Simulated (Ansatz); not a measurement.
# AlH3STe: single points off equilibrium

The task here is to estimate one member of a computed series from the others.

Method: single points in def2-TZVPP; program: Ansatz 0.2.0, Gaussian basis.

Correlated methods freeze the cores. Filled d shells of the heavier atoms are correlated. Core potentials replace the inner electrons past krypton, and spin-orbit coupling is left out.

## Where the work starts

6 atoms, charge 0, spin multiplicity 1.

Atoms are counted from 1 here; the program's logs count them from 0.

Bond lengths: S1–Al2 2.090 Å, S1–H4 1.302 Å, Al2–Te3 2.433 Å, Al2–H5 1.664 Å, Te3–H6 1.678 Å. Angles: Al2–S1–H4 93.2°, S1–Al2–Te3 125.6°, S1–Al2–H5 107.4°, Te3–Al2–H5 127.0°, Al2–Te3–H6 80.5°.

Geometry (Å):

```csv
atom,x (Å),y (Å),z (Å)
S1,1.1643,0.0085,-1.3024
Al2,-0.4818,-0.0333,-0.0155
Te3,-0.3895,-0.3826,2.3906
H4,0.4294,-0.1582,-2.3647
H5,-1.8423,0.2202,-0.9396
H6,1.1247,0.2985,2.1507
```

Set-up of the first run:

run/in.yaml reads:

```yaml
crystal:
  periodic: [false, false, false]
  atoms:
    - {symbol: S, position_ang: [1.164300, 0.008500, -1.302400]}
    - {symbol: Al, position_ang: [-0.481800, -0.033300, -0.015500]}
    - {symbol: Te, position_ang: [-0.389500, -0.382600, 2.390600]}
    - {symbol: H, position_ang: [0.429400, -0.158200, -2.364700]}
    - {symbol: H, position_ang: [-1.842300, 0.220200, -0.939600]}
    - {symbol: H, position_ang: [1.124700, 0.298500, 2.150700]}
basis:
  gaussian: {orbitals: def2-TZVPP}
correlation: {method: ccsd_t}
output: {forces: true}
```

The command line of these runs was not kept.

Among the steps run: CCSD(T)/def2-TZVPP; PBE0-D4/def2-TZVPP; wB97M-V/def2-TZVPP; r2SCAN-D4/def2-TZVPP; PBE-D4/def2-TZVPP; revPBE-D4/def2-TZVPP; B97M-V/def2-TZVPP.

One of the session's tables, all rows but one given; the rest of the session is left out.

| method | RMS force component (eV/Å) | angle to CCSD(T) forces (°) | dipole (D) |
| --- | --- | --- | --- |
| CCSD(T) | 0.954 | reference | 0.56 |
| PBE0-D4 | 0.920 | 4.2 | 0.54 |
| wB97M-V | ? | ? | ? |
| r2SCAN-D4 | 0.933 | 4.0 | 0.52 |
| PBE-D4 | 0.981 | 10.5 | 0.56 |
| revPBE-D4 | 1.009 | 10.8 | 0.57 |
| B97M-V | 0.901 | 5.0 | 0.75 |

Estimate the missing values for wB97M-V.

As computed: RMS force component (eV/Å): 0.926; angle to CCSD(T) forces (°): 3.4; dipole (D): 0.50. In the column «RMS force component (eV/Å)» it lies between PBE0-D4 (0.920) and r2SCAN-D4 (0.933).
